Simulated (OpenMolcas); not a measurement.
**Ir⁶⁺: CASSCF and CASPT2 terms and fine-structure levels**

Wanted: the level scheme of Ir⁶⁺ from active-space wave functions, then second-order correlation under several settings.

The numbers are computed with OpenMolcas 26.06 (state-averaged CASSCF and CASPT2, spin-orbit coupling by RASSI with atomic mean-field integrals), except any that are marked as measured or tabulated.

## Step 1: What is computed

| Quantity | Value |
| --- | --- |
| Species | Ir⁶⁺ (iridium, Z = 77, 71 electrons) |
| Basis | ANO-RCC-VDZ [7s6p4d1f], 52 functions |
| Scalar Hamiltonian | DKH2, point nucleus |
| Inactive shells | 1s 2s 2p 3s 3p 3d 4s 4p 4d 4f 5s 5p |
| Active space | 3 electrons in 10 orbitals (5d 6d) |
| Some configurations of this space | 5d3 |
| Orbitals | optimised for the highest spin of each parity, averaged over all roots |

Outer shells as boxes (Hund's rule):

5d3
```
5d [↑ ][↑ ][↑ ][  ][  ]
```

The work runs as a chain of OpenMolcas steps in one folder; each step below is one input file. Labels, J, g values, rates, χT and fits are worked out afterwards by a script from the matrices that RASSI stores.

## Step 2: One- and two-electron integrals

a.inp

```
&GATEWAY
Coord
1

Ir 0.0 0.0 0.0
Basis=ANO-RCC-VDZ
Group=XYZ
NoMove
AngMom=0.0 0.0 0.0
AMFI
&SEWARD
```

Launch:

```sh
$ OMP_NUM_THREADS=1 MOLCAS_MEM=2252 MOLCAS_PROJECT=a pymolcas a.inp > a.log
```

Log:

```text
Basis set label: IR.ANO-RCC...7S6P4D1F.

      Electronic valence basis set:
      ------------------
      Associated Effective Charge  77.000000 au
      Associated Actual Charge     77.000000 au
      Nuclear Model: Point charge

      Shell  nPrim  nBasis  Cartesian Spherical Contaminant
         s      24       7        X
         p      21       6        X
         d      15       4                 X
         f      11       1                 X
                  Relativistic Douglas-Kroll-Hess integrals:
                    - DKH order of Hamiltonian: 2
                    - DKH order of Properties : 0
                  Atomic mean-field integrals
```

## Step 3: A small preliminary run for start orbitals

a.inp

```
&RASSCF
FileOrb=start.orb
Symmetry=1
Spin=4
nActEl=3 0 0
Inactive=15 19
Ras2=5 0
CIRoot=10 10 1
SDav=10
CIMx=300
Iter=120 100
PrWF=0.3
OrbListing=Nothing
MaxOrb=0
Atom
>>> COPY $Project.JobIph JOBPRE
```

Launch:

```sh
$ OMP_NUM_THREADS=1 MOLCAS_MEM=2252 MOLCAS_PROJECT=a pymolcas a.inp > a.log
```

Its output is not shown; its orbitals start the next step.

## Step 4: Reference wave functions, quartets of even parity, 10 roots

a.inp

```
&RASSCF
FileOrb=start.orb
Symmetry=1
Spin=4
nActEl=3 0 0
Inactive=15 19
Ras2=10 0
CIRoot=10 10 1
SDav=120
CIMx=300
Iter=120 100
PrWF=0.3
OrbListing=Nothing
MaxOrb=0
Atom
>>> COPY $Project.JobIph JOB001
```

Log, cut to the lines that bear on the results:

```text
[...]
      Number of active orbitals                 10
[...]
      Spin quantum number                      1.5
[...]
      Active orbitals                           10   0
[...]
      Number of CSFs                           120
      Number of root(s) required                10
[...]
      Convergence after  4 iterations
[...]
      Natural orbitals and occupation numbers for root  1
      sym 1:   0.095181   0.904745   0.999914   0.904747   0.095178   0.000079   0.000071   0.000007   0.000070   0.000008
      Natural orbitals and occupation numbers for root  2
      sym 1:   0.999913   0.712157   0.287774   0.287768   0.712152   0.000057   0.000020   0.000055   0.000023   0.000079
      Natural orbitals and occupation numbers for root  3
      sym 1:   0.379121   0.620805   0.379128   0.620799   0.999913   0.000047   0.000027   0.000031   0.000050   0.000080
::    RASSCF root number  1 Total energy: -17802.49267610
::    RASSCF root number  2 Total energy: -17802.49267610
::    RASSCF root number  3 Total energy: -17802.49267610
[...]
::    RASSCF root number  7 Total energy: -17802.49267610
::    RASSCF root number  8 Total energy: -17802.42656052
::    RASSCF root number  9 Total energy: -17802.42656052
::    RASSCF root number 10 Total energy: -17802.42656052
```

## Step 5: CASSCF: doublets of even parity, 52 roots

a.inp

```
&RASSCF
FileOrb=start.orb
Symmetry=1
Spin=2
nActEl=3 0 0
Inactive=15 19
Ras2=10 0
CIRoot=52 52 1
SDav=330
CIMx=300
Iter=120 100
PrWF=0.3
OrbListing=Nothing
MaxOrb=0
Atom
CIOnly
>>> COPY $Project.JobIph JOB002
```

Log, cut to the lines that bear on the results:

```text
[...]
      Number of active orbitals                 10
[...]
      Spin quantum number                      0.5
[...]
      Active orbitals                           10   0
[...]
      Number of CSFs                           330
      Number of root(s) required                52
[...]
      Natural orbitals and occupation numbers for root  1
      sym 1:   0.699230   0.688515   0.475800   0.623647   0.512455   0.000090   0.000047   0.000055   0.000075   0.000087
      Natural orbitals and occupation numbers for root  2
      sym 1:   0.446133   0.690832   0.524385   0.650151   0.688143   0.000041   0.000062   0.000086   0.000079   0.000089
      Natural orbitals and occupation numbers for root  3
      sym 1:   0.673435   0.592514   0.712868   0.453297   0.567533   0.000040   0.000087   0.000091   0.000062   0.000072
::    RASSCF root number  1 Total energy: -17802.41986882
::    RASSCF root number  2 Total energy: -17802.41986882
::    RASSCF root number  3 Total energy: -17802.41986882
[...]
::    RASSCF root number 27 Total energy: -17802.38853195
::    RASSCF root number 28 Total energy: -17802.38853195
::    RASSCF root number 29 Total energy: -17802.33193571
::    RASSCF root number 30 Total energy: -17802.33193571
```

CIOnly: the orbitals of an earlier block are kept, and only the CI is solved.

## Step 6: State interaction with spin-orbit coupling

a.inp

```
&RASSI
NrOfJobIphs=2 10 35
1 2 3 4 5 6 7 8 9 10
1 2 3 4 5 6 7 8 9 10 11 12 13 14 15 16 17 18 19 20 21 22 23 24 25 26 27
28 29 30 31 32 33 34 35
IphNames
JOB001
JOB002
EJob
SpinOrbit
DIPRint=1.0
SOCoupling=1000.0
Subsets=2
MEES
Property=10
'ANGMOM' 1 'ANGMOM' 2 'ANGMOM' 3 'MLTPL  1' 1 'MLTPL  1' 2 'MLTPL  1' 3
'AMFI' 1 'AMFI' 2 'AMFI' 3 'MLTPL  2' 6
SOProperty=3
'ANGMOM' 1 'ANGMOM' 2 'ANGMOM' 3
```

Launch:

```sh
$ OMP_NUM_THREADS=1 MOLCAS_MEM=2252 MOLCAS_PROJECT=a pymolcas a.inp > a.log
```

Log, cut to the lines that bear on the results:

```text
SPIN-FREE ENERGIES:
  (Shifted by EMIN (a.u.) =     -17802.4926760962)
 SF State       Relative EMIN(au)   Rel lowest level(eV)    D:o, cm**(-1)      L_eff
     1             0.0000000000        0.0000000000              0.0000         3.0
     2             0.0000000000        0.0000000000              0.0000         3.0
     3             0.0000000000        0.0000000000              0.0000         3.0
     4             0.0000000000        0.0000000000              0.0000         3.0
     5             0.0000000000        0.0000000000              0.0000         3.0
     6             0.0000000000        0.0000000000              0.0000         3.0
     7             0.0000000000        0.0000000000              0.0000         3.0
     8             0.0661155769        1.7990965003          14510.6919         1.0
     9             0.0661155769        1.7990965003          14510.6919         1.0
    10             0.0661155769        1.7990965003          14510.6919         1.0
[...]
Eigenvalues of complex Hamiltonian:
   -----------------------------------
  (Shifted by EMIN (a.u.) =     -17802.4926760962)
 SO State       Relative EMIN(au)   Rel lowest level(eV)    D:o, cm**(-1)     J-value
     1            -0.0728829905        0.0000000000              0.0000         1.1
     2            -0.0728829905        0.0000000000              0.0000         1.2
     3            -0.0728829905        0.0000000000              0.0000         1.1
     4            -0.0728829905        0.0000000000              0.0000         1.3
     5            -0.0389567288        0.9231806133           7445.9538         2.2
     6            -0.0389567288        0.9231806133           7445.9538         2.3
     7            -0.0389567288        0.9231806133           7445.9538         1.3
     8            -0.0389567288        0.9231806133           7445.9538         2.3
     9            -0.0389567288        0.9231806133           7445.9538         1.6
    10            -0.0389567288        0.9231806133           7445.9538         1.9
    11            -0.0102152265        1.7052767333          13753.9844         2.9
[...]
```

These steps: 12 s of run time, 1 thread of Arm Neoverse V2, shared host.

Spin-free terms, from the roots grouped by L:

| configuration | term | E (cm-1) |
| --- | --- | --- |
| 5d3 | 4F | 0.0 |
| 5d3 | 4P | 14511 |
| 5d3 | 2G | 15979 |
| 5d3 | 2H | 20801 |
| 5d3 | 2P | 20818 |
| 5d3 | 2D | 22857 |
| 5d3 | 2F | 35278 |

Fine-structure levels, from the RASSI matrices grouped by J:

```tsv
Configuration	Term	J	E (cm-1)	g	Leading %	Second
5d3	4F	3/2	0.0	0.474	85	13 2D
5d3	4F	5/2	7446	1.037	95	5 2D
5d3	4F	7/2	13754	1.193	86	12 2G
5d3	4F	9/2	17888	1.216	57	32 2G
5d3	4P	3/2	18734	1.416	50	33 2P
5d3	4P	1/2	21443	2.130	73	27 2P
5d3	2G	7/2	28497	0.945	83	14 4F
5d3	2H	9/2	29500	1.068	57	33 4F
5d3	4P	5/2	32135	1.558	90	9 2D
5d3	2D	3/2	35174	1.179	47	39 4P
5d3	2P	1/2	37335	1.206	73	27 4P
5d3	2H	11/2	39665	1.091	100	
5d3	2D	5/2	44355	1.209	79	10 4P
```

The table of levels holds 13 of 17 computed; the rest, higher up, is left out.

The strongest lines between these levels (CASSCF energies, vacuum wavelengths; moments from the reference wave functions; branching within the model space):

| upper | lower | type | λ (nm) | A (s-1) | branching % |
| --- | --- | --- | --- | --- | --- |
| 5d3 2D 5/2 | 5d3 4F 5/2 | M1 | 270.9 | 1.07e+01 | 12.9 |
| 5d3 2D 3/2 | 5d3 4F 3/2 | M1 | 284.3 | 2.37e+01 | 16.4 |
| 5d3 2D 5/2 | 5d3 4F 7/2 | M1 | 326.8 | 5.47e+01 | 65.9 |
| 5d3 2D 3/2 | 5d3 4F 5/2 | M1 | 360.6 | 5.08e+01 | 35.3 |
| 5d3 4P 5/2 | 5d3 4F 5/2 | M1 | 405 | 3.09e+00 | 10.0 |
| 5d3 2H 11/2 | 5d3 4F 9/2 | M1 | 459.2 | 1.43e+01 | 65.7 |
| 5d3 2G 7/2 | 5d3 4F 5/2 | M1 | 475 | 5.25e+01 | 74.4 |
| 5d3 4P 3/2 | 5d3 4F 3/2 | M1 | 533.8 | 2.23e+01 | 84.7 |
| 5d3 4P 5/2 | 5d3 4F 7/2 | M1 | 544 | 3.13e+00 | 10.1 |
| 5d3 2D 3/2 | 5d3 4P 3/2 | M1 | 608.3 | 5.70e+01 | 39.6 |
| 5d3 2P 1/2 | 5d3 4P 1/2 | M1 | 629.3 | 6.42e+01 | 92.3 |
| 5d3 2H 9/2 | 5d3 4F 7/2 | M1 | 635.1 | 2.18e+01 | 48.9 |
| 5d3 2G 7/2 | 5d3 4F 7/2 | M1 | 678.3 | 1.79e+01 | 25.4 |
| 5d3 2D 3/2 | 5d3 4P 1/2 | M1 | 728.3 | 1.16e+01 | 8.1 |
| 5d3 4P 5/2 | 5d3 4P 3/2 | M1 | 746.2 | 2.43e+01 | 78.7 |
| 5d3 2D 5/2 | 5d3 4P 5/2 | M1 | 818.3 | 6.93e+00 | 8.4 |
| 5d3 2H 9/2 | 5d3 4F 9/2 | M1 | 861.2 | 2.27e+01 | 51.1 |
| 5d3 4P 3/2 | 5d3 4F 5/2 | M1 | 885.9 | 3.96e+00 | 15.0 |
| 5d3 2H 11/2 | 5d3 2H 9/2 | M1 | 983.8 | 7.42e+00 | 34.2 |
| 5d3 2D 5/2 | 5d3 2D 3/2 | M1 | 1089 | 7.41e+00 | 8.9 |
| 5d3 4F 5/2 | 5d3 4F 3/2 | M1 | 1343 | 1.57e+01 | 100.0 |
| 5d3 4F 7/2 | 5d3 4F 5/2 | M1 | 1585 | 8.95e+00 | 100.0 |

## Step 7: CASPT2: IPEA 0.2, imaginary shift 0.25 (closed shells correlated: 5s 5p), extended multistate

a.inp

```
>>> COPY JOB001 $Project.JobIph
&CASPT2
XMultistate=10 1 2 3 4 5 6 7 8 9 10
Frozen=14 16
IPEA=0.2
Imaginary=0.25
MaxIter=60
WThr=0.0 0.3 0.05
PrWF=0.5
NoMix
>>> COPY JOB002 $Project.JobIph
&CASPT2
XMultistate=35 1 2 3 4 5 6 7 8 9 10 11 12 13 14 15 16 17 18 19 20 21 22
23 24 25 26 27 28 29 30 31 32 33 34 35
Frozen=14 16
IPEA=0.2
Imaginary=0.25
MaxIter=60
WThr=0.0 0.3 0.05
PrWF=0.5
NoMix
```

Launch:

```sh
$ OMP_NUM_THREADS=1 MOLCAS_MEM=2252 MOLCAS_PROJECT=a pymolcas a.inp > a.log
```

Log:

```text
Orbital specifications:
      -----------------------

      Symmetry species                           1   2
                                                ag  au
      Frozen orbitals                           14  16
      Inactive orbitals                          1   3
      Active orbitals                           10   0
      Secondary orbitals                         2   6
      Deleted orbitals                           0   0
      Number of basis functions                 27  25
Type of calculation                        XMS-CASPT2
      Fock operator                              state-average
      IPEA shift                                 0.20
      Real shift                                 0.00
      Imaginary shift                            0.25
      The input orbitals will be transformed to quasi-canonical
      The input states will be rotated to diagonalize the Fock operator
Reference energy:      -17802.4926760962
      E2 (Non-variational):      -0.0629026996
      Shift correction:          -0.0001171447
      E2 (Variational):          -0.0630198442
      Total energy:          -17802.5556959405
      Residual norm:              0.0000000015
      Reference weight:           0.98951
      Contributions to the CASPT2 correlation energy
      Active & Virtual Only:         -0.0001558284
      One Inactive Excited:          -0.0076694669
      Two Inactive Excited:          -0.0550774043
Reference energy:      -17802.4926760962
      E2 (Non-variational):      -0.0628533355
      Shift correction:          -0.0001167482
      E2 (Variational):          -0.0629700837
      Total energy:          -17802.5556461799
      Residual norm:              0.0000000015
      Reference weight:           0.98953
      Contributions to the CASPT2 correlation energy
      Active & Virtual Only:         -0.0001555825
      One Inactive Excited:          -0.0076629830
      Two Inactive Excited:          -0.0550347699
::    XMS-CASPT2 Root  1     Total energy: -17802.55587758
::    XMS-CASPT2 Root  2     Total energy: -17802.55577230
::    XMS-CASPT2 Root  3     Total energy: -17802.55571225
::    XMS-CASPT2 Root  4     Total energy: -17802.55567623
::    XMS-CASPT2 Root  5     Total energy: -17802.55560499
::    XMS-CASPT2 Root  6     Total energy: -17802.55556942
::    XMS-CASPT2 Root  7     Total energy: -17802.55547733
::    XMS-CASPT2 Root  8     Total energy: -17802.49733764
::    XMS-CASPT2 Root  9     Total energy: -17802.49723422
::    XMS-CASPT2 Root 10     Total energy: -17802.49722360
Orbital specifications:
      -----------------------

      Symmetry species                           1   2
                                                ag  au
      Frozen orbitals                           14  16
      Inactive orbitals                          1   3
      Active orbitals                           10   0
      Secondary orbitals                         2   6
      Deleted orbitals                           0   0
      Number of basis functions                 27  25
Type of calculation                        XMS-CASPT2
      Fock operator                              state-average
      IPEA shift                                 0.20
      Real shift                                 0.00
      Imaginary shift                            0.25
      The input orbitals will be transformed to quasi-canonical
      The input states will be rotated to diagonalize the Fock operator
Reference energy:      -17802.4198688223
      E2 (Non-variational):      -0.0648748630
      Shift correction:          -0.0001710919
      E2 (Variational):          -0.0650459550
      Total energy:          -17802.4849147773
      Residual norm:              0.0000000663
      Reference weight:           0.98866
      Contributions to the CASPT2 correlation energy
      Active & Virtual Only:         -0.0008494379
      One Inactive Excited:          -0.0082997018
      Two Inactive Excited:          -0.0557257233
Reference energy:      -17802.4198688223
      E2 (Non-variational):      -0.0648684468
      Shift correction:          -0.0001715482
      E2 (Variational):          -0.0650399949
      Total energy:          -17802.4849088173
      Residual norm:              0.0000000672
      Reference weight:           0.98866
      Contributions to the CASPT2 correlation energy
      Active & Virtual Only:         -0.0008509097
      One Inactive Excited:          -0.0082902515
      Two Inactive Excited:          -0.0557272856
::    XMS-CASPT2 Root  1     Total energy: -17802.48497032
::    XMS-CASPT2 Root  2     Total energy: -17802.48496492
::    XMS-CASPT2 Root  3     Total energy: -17802.48494219
::    XMS-CASPT2 Root  4     Total energy: -17802.48493782
::    XMS-CASPT2 Root  5     Total energy: -17802.48492059
::    XMS-CASPT2 Root  6     Total energy: -17802.48491179
::    XMS-CASPT2 Root  7     Total energy: -17802.48489715
::    XMS-CASPT2 Root  8     Total energy: -17802.48489241
::    XMS-CASPT2 Root  9     Total energy: -17802.48487686
::    XMS-CASPT2 Root 10     Total energy: -17802.47360686
::    XMS-CASPT2 Root 11     Total energy: -17802.47356835
::    XMS-CASPT2 Root 12     Total energy: -17802.47356385
::    XMS-CASPT2 Root 13     Total energy: -17802.46468635
::    XMS-CASPT2 Root 14     Total energy: -17802.46467222
::    XMS-CASPT2 Root 15     Total energy: -17802.46465059
::    XMS-CASPT2 Root 16     Total energy: -17802.46463511
::    XMS-CASPT2 Root 17     Total energy: -17802.46462021
::    XMS-CASPT2 Root 18     Total energy: -17802.45751229
::    XMS-CASPT2 Root 19     Total energy: -17802.45748980
::    XMS-CASPT2 Root 20     Total energy: -17802.45729887
::    XMS-CASPT2 Root 21     Total energy: -17802.45715970
::    XMS-CASPT2 Root 22     Total energy: -17802.45713963
::    XMS-CASPT2 Root 23     Total energy: -17802.45706967
::    XMS-CASPT2 Root 24     Total energy: -17802.45704983
::    XMS-CASPT2 Root 25     Total energy: -17802.45699201
::    XMS-CASPT2 Root 26     Total energy: -17802.45690211
::    XMS-CASPT2 Root 27     Total energy: -17802.45678590
::    XMS-CASPT2 Root 28     Total energy: -17802.45675627
::    XMS-CASPT2 Root 29     Total energy: -17802.40343544
::    XMS-CASPT2 Root 30     Total energy: -17802.40342982
```

This run: 3.6 min of run time, 1 thread of Arm Neoverse V2, shared host.

XMS-CASPT2: lowest energy less the reference's lowest, -0.0630 hartree; reference weights 0.984 to 0.990.

The roots that group into whole terms:

| configuration | term | E (cm-1) | spread (cm-1) |
| --- | --- | --- | --- |
| 5d3 | 4F | 0.0 | 88 |
| 5d3 | 4P | 12820 | 25 |
| 5d3 | 2G | 15530 | 21 |
| 5d3 | 2P | 18020 | 9 |
| 5d3 | 2D | 19980 | 15 |
| 5d3 | 2H | 21630 | 166 |
| 5d3 | 2F | 33420 | 18 |

Fine-structure levels, from the RASSI matrix with the averaged CASPT2 term energies on its diagonal:

```csv
Configuration,Term,J,E (cm-1),g,Leading %
5d3,4F,3/2,0.0,0.492,81
5d3,4F,5/2,7770,1.039,94
5d3,4F,7/2,14130,1.190,85
5d3,4P,3/2,17160,1.389,47
5d3,4F,9/2,18310,1.219,57
5d3,4P,1/2,19920,2.072,70
5d3,2G,7/2,28540,0.949,82
5d3,2H,9/2,30400,1.072,55
5d3,4P,5/2,30820,1.551,88
5d3,2D,3/2,33460,1.183,45
5d3,2P,1/2,35330,1.264,70
5d3,2H,11/2,40980,1.091,100
5d3,2D,5/2,42250,1.218,78
```

(Part 1 of 2 ends here.)
